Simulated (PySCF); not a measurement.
# WOCl₄: a ladder of methods

Aim: at the PBE0 minimum of singlet WOCl₄, found before, compare methods on energies and levels.

Method: several methods, basis W def2-SVP with ECP60, O def2-SVP, Cl def2-SVP, scalar-relativistic core potentials, no spin–orbit coupling, density fitting; program: PySCF 2.14.0.

## 1. The starting structure

6 atoms, charge 0, spin multiplicity 1.

Bond lengths: W1–O2 1.668 Å, W1–Cl3 2.300 Å, W1–Cl4 2.300 Å, W1–Cl5 2.300 Å, W1–Cl6 2.300 Å. Angles: O2–W1–Cl3 103.9°, O2–W1–Cl4 103.9°, O2–W1–Cl5 103.9°, O2–W1–Cl6 103.9°, Cl3–W1–Cl4 152.3°, Cl3–W1–Cl5 86.7°, Cl3–W1–Cl6 86.7°, Cl4–W1–Cl5 86.7°, Cl4–W1–Cl6 86.7°, Cl5–W1–Cl6 152.3°.

Coordinates in bohr (charge 0 multiplicity 1):
```
W    -0.1407   -0.2437    0.0000
O    -1.7168   -2.9737    0.0000
Cl    0.3803    0.6588    4.2190
Cl    0.3803    0.6588   -4.2190
Cl    4.0342   -1.4507    0.0000
Cl   -3.2735    2.7683    0.0000
```

## 2. PBE0

One driver script runs all steps and calls PySCF; scf.py shows the equivalent input of each level. Each SCF starts from the density of the minimum. The driver also runs the species with one electron less or more at the same geometry (one less: multiplicity 2); their logs are not shown.

Contents of scf.py:

```python
from pyscf import gto, scf, dft
mol = gto.M(atom='''
W     -0.074442    -0.128938     0.000000
O     -0.908513    -1.573611     0.000000
Cl     0.201268     0.348611     2.232624
Cl     0.201268     0.348611    -2.232624
Cl     2.134783    -0.767690     0.000000
Cl    -1.732247     1.464911    -0.000000''',
    basis={'W': 'def2-SVP', 'O': 'def2-SVP', 'Cl': 'def2-SVP'},
    ecp={'W': 'def2-SVP'},
    charge=0, spin=0)
mf = dft.RKS(mol, xc='PBE0')
mf.grids.atom_grid = (99, 590)
aux = {'W': 'def2-universal-JKFIT', 'O': 'def2-universal-JKFIT', 'Cl': 'def2-universal-JKFIT'}
mf = mf.density_fit(auxbasis=aux)
mf.kernel()
```

The log of the run:

```text
init E= -1982.01931541634
  HOMO = -0.331099591905838  LUMO = -0.187800207358743  gap/eV = 3.89937
cycle= 1 E= -1982.01931541767  delta_E= -1.33e-09  |g|= 2.55e-05  |ddm|= 0.00013
  HOMO = -0.331100855039705  LUMO = -0.187803509218071  gap/eV = 3.89932
cycle= 2 E= -1982.01931541743  delta_E= 2.4e-10  |g|= 3.8e-05  |ddm|= 8.15e-05
  HOMO = -0.331100613939966  LUMO = -0.187801211729863  gap/eV = 3.89938
cycle= 3 E= -1982.01931541784  delta_E= -4.12e-10  |g|= 1.01e-05  |ddm|= 5.3e-05
  HOMO = -0.331100424595144  LUMO = -0.1878036046444  gap/eV = 3.89931
Extra cycle  E= -1982.01931541764  delta_E= 1.94e-10  |g|= 3.23e-05  |ddm|= 3.19e-05
converged SCF energy = -1982.01931541764
```

This level, with the species of one electron less or more, ran for 14 s (4 threads, shared host).

| Quantity | Value |
| --- | --- |
| energy | -1982.019315 Eh |
| one electron less (charge +1) | -1981.616151 Eh (doublet, ⟨S²⟩ 0.76) |
| Mulliken charge of W1 | +0.92 e |

## 3. HF

Edit scf.py of step 2 so:

```diff
@@ -12,2 +12 @@
-mf = dft.RKS(mol, xc='PBE0')
-mf.grids.atom_grid = (99, 590)
+mf = scf.RHF(mol)
```

The log of the run:

```text
init E= -1978.7200313387
  HOMO = -0.435187185327531  LUMO = -0.0276478446146941  gap/eV = 11.08971
cycle= 1 E= -1978.7481207735  delta_E= -0.0281  |g|= 0.292  |ddm|= 0.622
  HOMO = -0.454235400393697  LUMO = -0.134666161819777  gap/eV = 8.69592
cycle= 2 E= -1978.73367278327  delta_E= 0.0144  |g|= 0.391  |ddm|=  0.6
  HOMO = -0.447789408896129  LUMO = -0.0780092052674392  gap/eV = 10.06223
cycle= 3 E= -1978.76612844387  delta_E= -0.0325  |g|= 0.0438  |ddm|= 0.329
  HOMO = -0.449042908549295  LUMO = -0.0735663605942998  gap/eV = 10.21724
cycle= 4 E= -1978.76656026108  delta_E= -0.000432  |g|= 0.0181  |ddm|= 0.0398
  HOMO = -0.44906598541788  LUMO = -0.0743438765178158  gap/eV = 10.19671
cycle= 5 E= -1978.76671062573  delta_E= -0.00015  |g|= 0.00389  |ddm|= 0.0326
  HOMO = -0.449603049937921  LUMO = -0.0737052135920821  gap/eV = 10.22870
cycle= 6 E= -1978.76673276208  delta_E= -2.21e-05  |g|= 0.00126  |ddm|= 0.0139
  HOMO = -0.449581393752784  LUMO = -0.0732537597852816  gap/eV = 10.24040
cycle= 7 E= -1978.76673448694  delta_E= -1.72e-06  |g|= 0.000264  |ddm|= 0.00414
  HOMO = -0.449610864544231  LUMO = -0.0732059461056898  gap/eV = 10.24250
cycle= 8 E= -1978.76673454059  delta_E= -5.36e-08  |g|= 8.8e-05  |ddm|= 0.000669
  HOMO = -0.449617826303228  LUMO = -0.0732057048694306  gap/eV = 10.24270
cycle= 9 E= -1978.76673454643  delta_E= -5.84e-09  |g|= 3.65e-05  |ddm|= 0.000214
  HOMO = -0.449616813207617  LUMO = -0.0732069359764009  gap/eV = 10.24263
cycle= 10 E= -1978.76673454788  delta_E= -1.45e-09  |g|= 1.17e-05  |ddm|= 0.000128
  HOMO = -0.449617607919988  LUMO = -0.0732073765596014  gap/eV = 10.24264
cycle= 11 E= -1978.76673454805  delta_E= -1.65e-10  |g|= 3.18e-06  |ddm|= 4.55e-05
  HOMO = -0.449617428194394  LUMO = -0.0732075782355944  gap/eV = 10.24263
Extra cycle  E= -1978.76673454806  delta_E= -1.09e-11  |g|= 1.83e-06  |ddm|= 6.05e-06
converged SCF energy = -1978.76673454806
```

This level, with the species of one electron less or more, took 3.7 s.

| Quantity | Value |
| --- | --- |
| energy | -1978.766735 Eh |
| one electron less (charge +1) | -1978.339675 Eh (doublet, ⟨S²⟩ 0.82) |
| Mulliken charge of W1 | +1.47 e |

## 4. PBE

Edit scf.py of step 3 so:

```diff
@@ -12 +12,2 @@
-mf = scf.RHF(mol)
+mf = dft.RKS(mol, xc='PBE')
+mf.grids.atom_grid = (99, 590)
```

The log of the run:

```text
init E= -1981.9491020265
  HOMO = -0.280368784172352  LUMO = -0.220641070571003  gap/eV = 1.62527
cycle= 1 E= -1981.93142107909  delta_E= 0.0177  |g|= 0.317  |ddm|= 0.389
  HOMO = -0.27728157507367  LUMO = -0.132879270656852  gap/eV = 3.92939
cycle= 2 E= -1981.63848890899  delta_E= 0.293  |g|= 1.13  |ddm|= 1.17
  HOMO = -0.279796269861324  LUMO = -0.199887197442082  gap/eV = 2.17444
cycle= 3 E= -1981.94667367153  delta_E= -0.308  |g|= 0.194  |ddm|= 0.939
  HOMO = -0.277802686722744  LUMO = -0.204990465350967  gap/eV = 1.98132
cycle= 4 E= -1981.95384014413  delta_E= -0.00717  |g|= 0.0536  |ddm|= 0.181
  HOMO = -0.279359647119776  LUMO = -0.204702940649364  gap/eV = 2.03151
cycle= 5 E= -1981.95454554188  delta_E= -0.000705  |g|= 0.0216  |ddm|= 0.0555
  HOMO = -0.279023946564169  LUMO = -0.203611390790958  gap/eV = 2.05208
cycle= 6 E= -1981.95464367343  delta_E= -9.81e-05  |g|= 0.00187  |ddm|= 0.015
  HOMO = -0.278973179375164  LUMO = -0.203509898751709  gap/eV = 2.05346
cycle= 7 E= -1981.95464437044  delta_E= -6.97e-07  |g|= 0.000458  |ddm|= 0.00124
  HOMO = -0.278978668447465  LUMO = -0.20350429457601  gap/eV = 2.05376
cycle= 8 E= -1981.95464440795  delta_E= -3.75e-08  |g|= 0.000139  |ddm|= 0.000432
  HOMO = -0.278978038553044  LUMO = -0.203502890425136  gap/eV = 2.05378
cycle= 9 E= -1981.95464441408  delta_E= -6.12e-09  |g|= 3.63e-05  |ddm|= 0.000238
  HOMO = -0.278976960839689  LUMO = -0.203501643158503  gap/eV = 2.05379
cycle= 10 E= -1981.95464441444  delta_E= -3.64e-10  |g|= 4.95e-06  |ddm|= 4.57e-05
  HOMO = -0.278976783049858  LUMO = -0.203500847174759  gap/eV = 2.05380
Extra cycle  E= -1981.95464441439  delta_E= 4.87e-11  |g|= 1.68e-05  |ddm|= 1.68e-05
converged SCF energy = -1981.95464441439
```

This level, with the species of one electron less or more, took 27 s.

- energy: -1981.954644 Eh
- one electron less (charge +1): -1981.574433 Eh (doublet, ⟨S²⟩ 0.75)
- Mulliken charge of W1: +0.73 e

## 5. r2SCAN

Edit scf.py of step 4 so:

```diff
@@ -12 +12 @@
-mf = dft.RKS(mol, xc='PBE')
+mf = dft.RKS(mol, xc='R2SCAN')
```

The log of the run:

```text
init E= -1982.6227991779
  HOMO = -0.294540297428748  LUMO = -0.216809081069108  gap/eV = 2.11517
cycle= 1 E= -1982.62159017608  delta_E= 0.00121  |g|= 0.113  |ddm|= 0.205
  HOMO = -0.296917476819113  LUMO = -0.186218361015249  gap/eV = 3.01228
cycle= 2 E= -1982.58689162058  delta_E= 0.0347  |g|= 0.389  |ddm|= 0.431
  HOMO = -0.296561400505706  LUMO = -0.210624074393204  gap/eV = 2.33847
cycle= 3 E= -1982.623761696  delta_E= -0.0369  |g|= 0.0687  |ddm|= 0.333
  HOMO = -0.295591216713079  LUMO = -0.211314800928454  gap/eV = 2.29328
cycle= 4 E= -1982.62471742112  delta_E= -0.000956  |g|= 0.0115  |ddm|= 0.0583
  HOMO = -0.295626071078017  LUMO = -0.211036957719582  gap/eV = 2.30179
cycle= 5 E= -1982.62475356147  delta_E= -3.61e-05  |g|= 0.00264  |ddm|= 0.0115
  HOMO = -0.295675516446671  LUMO = -0.210936993071349  gap/eV = 2.30585
cycle= 6 E= -1982.62475522778  delta_E= -1.67e-06  |g|= 0.000387  |ddm|= 0.00202
  HOMO = -0.295657698086687  LUMO = -0.21089901063288  gap/eV = 2.30640
cycle= 7 E= -1982.62475526288  delta_E= -3.51e-08  |g|= 3.6e-05  |ddm|= 0.000358
  HOMO = -0.2956572845932  LUMO = -0.210899336968461  gap/eV = 2.30638
cycle= 8 E= -1982.62475526305  delta_E= -1.66e-10  |g|= 2.31e-05  |ddm|= 6.93e-05
  HOMO = -0.295657913486117  LUMO = -0.210902506131148  gap/eV = 2.30631
Extra cycle  E= -1982.62475526208  delta_E= 9.64e-10  |g|= 5.85e-05  |ddm|= 0.000115
converged SCF energy = -1982.62475526208
```

This level, with the species of one electron less or more, took 41 s.

```
energy                        : -1982.624755 Eh
one electron less (charge +1) : -1982.230316 Eh (doublet, ⟨S²⟩ 0.76)
Mulliken charge of W1         : +0.97 e
```

## 6. All levels side by side

| level | atomisation energy (kJ/mol) | vertical ionisation energy (eV) | −ε(HOMO) (eV) | gap (eV) | dipole (D) | wall time |
| --- | --- | --- | --- | --- | --- | --- |
| PBE0 | 2207 | 10.97 | 9.01 | 3.90 | 0.59 | 14 s |
| HF | 1200 | 11.62 | 12.23 | 10.24 | 0.72 | 3.7 s |
| PBE | 2398 | 10.35 | 7.59 | 2.05 | 0.58 | 27 s |
| r2SCAN | – | 10.73 | 8.05 | 2.31 | 0.54 | 41 s |

Times are for 4 threads, shared host; PBE0 starts from its own converged density, so its time is not comparable. A dash stands where a species or a free atom was not run at that level, or the quantity is not defined.

Atomisation goes to high-spin atoms in their ground configurations, run at the same level, without zero-point energy.

## 7. Outcome

| quantity | value |
| --- | --- |
| atomisation energy, range | 1200 (HF) to 2398 (PBE) kJ/mol |
| vertical ionisation energy, range | 10.35 (PBE) to 11.62 (HF) eV |
| orbital gap, range | 2.05 (PBE) to 10.24 (HF) eV |

**Reading.** The atomisation energy spreads over 1198 kJ/mol, from HF to PBE; without a CCSD(T) value for it there is no yardstick here. Spin–orbit coupling, left out here, can matter for elements this heavy.
